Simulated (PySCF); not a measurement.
# ClOYb (Yb(O)(Cl)): the cost of one run

Computed with PySCF 2.14.0. Level: PBE0, Yb lcecp-1-SVP with ECP59, O def2-SVP, Cl def2-SVP; scalar-relativistic core potentials, no spin–orbit coupling.

1 further run of the same task is left out (for a known fault of the program).

**1. The system as given**

3 atoms, charge 0, spin multiplicity 1.

Bond lengths: Yb1–O2 1.774 Å, Yb1–Cl3 2.565 Å. Angles: O2–Yb1–Cl3 131.8°.

Coordinates:

```mol
ClOYb
  3D, bonds by distance, orders not assigned

  3  2  0  0  0  0  0  0  0  0999 V2000
    0.0000    0.0000    0.0000 Yb  0  0
    1.6194    0.0000    0.7247 O   0  0
   -2.3408    0.0000    1.0476 Cl  0  0
  1  2  8  0
  1  3  8  0
M  END
```

Formal oxidation states: Yb +3. Each metal's 13 4f electrons lie in its core potential, so multiplicities, spins and levels count the valence alone.

**2. SCF at the start, singlet**

run.py (the lines that set the calculation) reads:

```python
mol = gto.M(atom='''
Yb     0.00000     0.00000     0.00000
O      1.61940     0.00000     0.72470
Cl    -2.34080     0.00000     1.04760''',
    basis={'Yb': 'lcecp-1-SVP', 'O': 'def2-SVP', 'Cl': 'def2-SVP'},
    ecp={'Yb': 'lcecp-1-SVP'},
    charge=0, spin=0)
mf = dft.RKS(mol, xc='PBE0')
mf.grids.atom_grid = (50, 194)  # f atoms: unpruned, at least (60, 302)
mf = mf.density_fit()  # fitting sets: Yb AutoAux, O def2-universal-JKFIT, Cl def2-universal-JKFIT
mf.conv_tol = 1e-08; mf.max_cycle = 55
mf.kernel(dm0)  # dm0: free metal ions and neutral atoms
```

The run is started by

```sh
OMP_NUM_THREADS=2 python run.py
```

**Question.** How long does this run take on 2 threads of Arm Neoverse V1, shared host, and how much memory does it need?

About 1.9 s, with a peak of 0.32 GiB.
